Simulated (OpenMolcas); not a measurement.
# Pd⁴⁺ among point charges: CASSCF and CASPT2 levels and susceptibility

How does a field of 8 point charges split the states of Pd⁴⁺, and what χT follows?

The numbers are computed with OpenMolcas 26.06 (state-averaged CASSCF and CASPT2, spin-orbit coupling by RASSI with atomic mean-field integrals), except any that are marked as measured or tabulated.

### Step 1. The system

- Species: Pd⁴⁺ (palladium, Z = 46, 42 electrons)
- Basis: ANO-RCC-VDZP [6s5p3d1f], 43 functions
- Scalar Hamiltonian: DKH2, point nucleus
- Inactive shells: 1s 2s 2p 3s 3p 3d 4s 4p
- Active space: 6 electrons in 5 orbitals (4d)
- Some configurations of this space: 4d⁶
- Orbitals: optimised for each spin and parity, averaged over all roots

Outer shells as boxes (Hund's rule):

4d6
```
4d [↑↓][↑ ][↑ ][↑ ][↑ ]
```

The ion sits among 8 point charges of -1.2 e arranged as a cube (Oh), 2.13 Å from the ion.

Each step is its own input file, run in one work folder so that later steps find the files of earlier ones. Labels, J, g values, rates, χT and fits are worked out afterwards by a script from the matrices that RASSI stores. The input lists half of the charges; inversion (Group=XYZ) makes the rest.

### Step 2. GATEWAY and SEWARD: basis and integrals

The input, a.inp:

```
&GATEWAY
Coord
1

Pd 0.0 0.0 0.0
Basis=ANO-RCC-VDZP
Group=XYZ
NoMove
AngMom=0.0 0.0 0.0
AMFI
XField
4 Angstrom 0
1.229756 1.229756 1.229756 -1.200000
1.229756 1.229756 -1.229756 -1.200000
1.229756 -1.229756 1.229756 -1.200000
1.229756 -1.229756 -1.229756 -1.200000
&SEWARD
```

On the command line:

```bash
> OMP_NUM_THREADS=1 MOLCAS_MEM=1689 MOLCAS_PROJECT=a pymolcas a.inp > a.log
```

### Step 3. CASSCF: quintets of even parity, 5 roots

The input, a.inp:

```
&RASSCF
FileOrb=start.orb
Symmetry=1
Spin=5
nActEl=6 0 0
Inactive=9 9
Ras2=5 0
CIRoot=5 5 1
SDav=5
CIMx=300
Iter=120 100
PrWF=0.3
OrbListing=Nothing
MaxOrb=0
>>> COPY $Project.JobIph JOB001
```

start.orb holds the contracted functions of the basis, ordered by shell, or the orbitals of the step before.

### Step 4. CASSCF: triplets of even parity, 45 roots

The input, a.inp:

```
&RASSCF
FileOrb=start.orb
Symmetry=1
Spin=3
nActEl=6 0 0
Inactive=9 9
Ras2=5 0
CIRoot=45 45 1
SDav=45
CIMx=300
Iter=120 100
PrWF=0.3
OrbListing=Nothing
MaxOrb=0
>>> COPY $Project.JobIph JOB002
```

### Step 5. Reference wave functions, singlets of even parity, 50 roots

The input, a.inp:

```
&RASSCF
FileOrb=start.orb
Symmetry=1
Spin=1
nActEl=6 0 0
Inactive=9 9
Ras2=5 0
CIRoot=50 50 1
SDav=50
CIMx=300
Iter=120 100
PrWF=0.3
OrbListing=Nothing
MaxOrb=0
>>> COPY $Project.JobIph JOB003
```

### Step 6. RASSI: spin-orbit coupling between the states

The input, a.inp:

```
&RASSI
NrOfJobIphs=3 5 45 50
1 2 3 4 5
1 2 3 4 5 6 7 8 9 10 11 12 13 14 15 16 17 18 19 20 21 22 23 24 25 26 27
28 29 30 31 32 33 34 35 36 37 38 39 40 41 42 43 44 45
1 2 3 4 5 6 7 8 9 10 11 12 13 14 15 16 17 18 19 20 21 22 23 24 25 26 27
28 29 30 31 32 33 34 35 36 37 38 39 40 41 42 43 44 45 46 47 48 49 50
IphNames
JOB001
JOB002
JOB003
EJob
SpinOrbit
DIPRint=1.0
SOCoupling=1000.0
Subsets=2
Property=9
'ANGMOM' 1 'ANGMOM' 2 'ANGMOM' 3 'MLTPL  1' 1 'MLTPL  1' 2 'MLTPL  1' 3
'AMFI' 1 'AMFI' 2 'AMFI' 3
SOProperty=3
'ANGMOM' 1 'ANGMOM' 2 'ANGMOM' 3
```

### Step 7. CASPT2: IPEA 0.25, imaginary shift 0.1 (closed shells correlated: 4s 4p)

The input, a.inp:

```
>>> COPY JOB001 $Project.JobIph
&CASPT2
Multistate=5 1 2 3 4 5
NoMult
Frozen=8 6
IPEA=0.25
Imaginary=0.1
MaxIter=60
WThr=0.0 0.3 0.05
PrWF=0.5
NoMix
>>> COPY JOB002 $Project.JobIph
&CASPT2
Multistate=45 1 2 3 4 5 6 7 8 9 10 11 12 13 14 15 16 17 18 19 20 21 22
23 24 25 26 27 28 29 30 31 32 33 34 35 36 37 38 39 40 41 42 43 44 45
NoMult
Frozen=8 6
IPEA=0.25
Imaginary=0.1
MaxIter=60
WThr=0.0 0.3 0.05
PrWF=0.5
NoMix
>>> COPY JOB003 $Project.JobIph
&CASPT2
Multistate=50 1 2 3 4 5 6 7 8 9 10 11 12 13 14 15 16 17 18 19 20 21 22
23 24 25 26 27 28 29 30 31 32 33 34 35 36 37 38 39 40 41 42 43 44 45 46
47 48 49 50
NoMult
Frozen=8 6
IPEA=0.25
Imaginary=0.1
MaxIter=60
WThr=0.0 0.3 0.05
PrWF=0.5
NoMix
```

(Steps that only read results are left out.)

**Question.** What will these runs give? Wanted: spin-free ground state; first state of the same spin within the active space; lowest level; next level.

**Answer**, as computed:

| quantity | value |
| --- | --- |
| method | SS-CASPT2, IPEA 0.25, imaginary shift 0.1 (closed shells correlated: 4s 4p) |
| spin-free ground state | 5E, 2-fold in its orbital part |
| first state of the same spin within the active space | 5T2 at 2750 cm⁻¹ |
| lowest level | 1-fold A1 |
| next level | 140.1 cm⁻¹ |
| χT at 300 K | 4.74 cm³ K/mol |
| effective moment at 300 K | 6.16 μB |

Cost by method:

```
                                              method  time of its own steps  time with the reference
                                           A. CASSCF                   14 s                     14 s
B. SS-CASPT2, IPEA 0.25, imaginary shift 0.1, +4s 4p                  4.2 s                     19 s
```

Times are of one thread on a shared host.

What this shows: The spin-free ground state (5E) comes to 100 % from free-ion D terms and keeps the highest spin of the shell. χT at 300 K is 4.74, against 3.01 cm³ K/mol for the spin alone, so orbital moment adds to it. An active space of the d shell alone favours high spin; real ions in strong fields can be low spin. CASPT2 does not keep the components of a term degenerate, and the means are used. An orbital doublet at a regular site is open to a Jahn-Teller distortion, which this geometry leaves out. The field of point charges can differ much from that of real complexes. With metal d orbitals alone active, the gaps between spin states are rough; where two lie within a few thousand cm-1, their order is open. Point charges carry no covalency, so the field is a model and not that of real ligands.
